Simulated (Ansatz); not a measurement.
# BrGaH4N2: the cost of one run

Computed with Ansatz 0.2.0, Gaussian basis. Level: the settings change from run to run.

## (1) The geometry

The structure was relaxed beforehand with PBE0-D4 in a triple-zeta def2 set.

SMILES `[NH2][Ga]([NH2])[Br]`, 8 atoms, charge 0, spin multiplicity 1.

Atoms are counted from 1 here; the program's logs count them from 0.

Bond lengths: N1–Ga2 1.809 Å, N1–H5 1.006 Å, N1–H6 1.006 Å, Ga2–N3 1.808 Å, Ga2–Br4 2.290 Å, N3–H7 1.006 Å, N3–H8 1.006 Å. Angles: Ga2–N1–H5 121.7°, Ga2–N1–H6 119.7°, H5–N1–H6 111.7°, N1–Ga2–N3 125.2°, N1–Ga2–Br4 117.4°, N3–Ga2–Br4 117.4°, Ga2–N3–H7 121.7°, Ga2–N3–H8 119.8°, H7–N3–H8 111.7°.

Coordinates:

```xyz
8
charge 0, multiplicity 1
N    -1.06088    0.68768   -1.06082
Ga   -0.26134   -0.26731    0.25046
N     1.50556   -0.23291    0.63455
Br   -1.59105   -1.62731    1.52489
H    -0.61240    1.48216   -1.48534
H    -2.06313    0.77512   -1.07455
H     2.18232    0.12357   -0.01926
H     1.90093   -0.94100    1.23006
```

## (2) r2SCAN0/aug-pcseg-2

This run has charge -1, multiplicity 2, coordinates scaled by 0.96, density fitting with cc-pVTZ-jkfit, a point charge of -1.00 e beside it.

Input file in.yaml:

```yaml
crystal:
  periodic: [false, false, false]
  atoms:
    - {symbol: N, position_ang: [-1.018442, 0.660172, -1.018384]}
    - {symbol: Ga, position_ang: [-0.250888, -0.256615, 0.240443]}
    - {symbol: N, position_ang: [1.445341, -0.223590, 0.609166]}
    - {symbol: Br, position_ang: [-1.527408, -1.562221, 1.463899]}
    - {symbol: H, position_ang: [-0.587908, 1.422872, -1.425926]}
    - {symbol: H, position_ang: [-1.980608, 0.744115, -1.031564]}
    - {symbol: H, position_ang: [2.095025, 0.118631, -0.018491]}
    - {symbol: H, position_ang: [1.824888, -0.903364, 1.180857]}
basis:
  gaussian: {orbitals: aug-pcseg-2, fitting: {mean_field: cc-pVTZ-jkfit}, point_charges: [{charge: -1.00, position_ang: [5.451, 0.280, -0.009]}]}
total_charge: -1
magnetization: {spin_polarized: true, initial_magnetization: 1}
hamiltonian: {xc: {name: r2SCAN0}}
output: {forces: true}
```

Launch:

```
$ ansatz run in.yaml --threads 4 --pin off --events-out ev --progress --plain --max-ram 10444MiB
```

What time and memory should one allow on 4 threads of Arm Neoverse V1, shared host?

About 53 s, with a peak of 1.1 GiB.
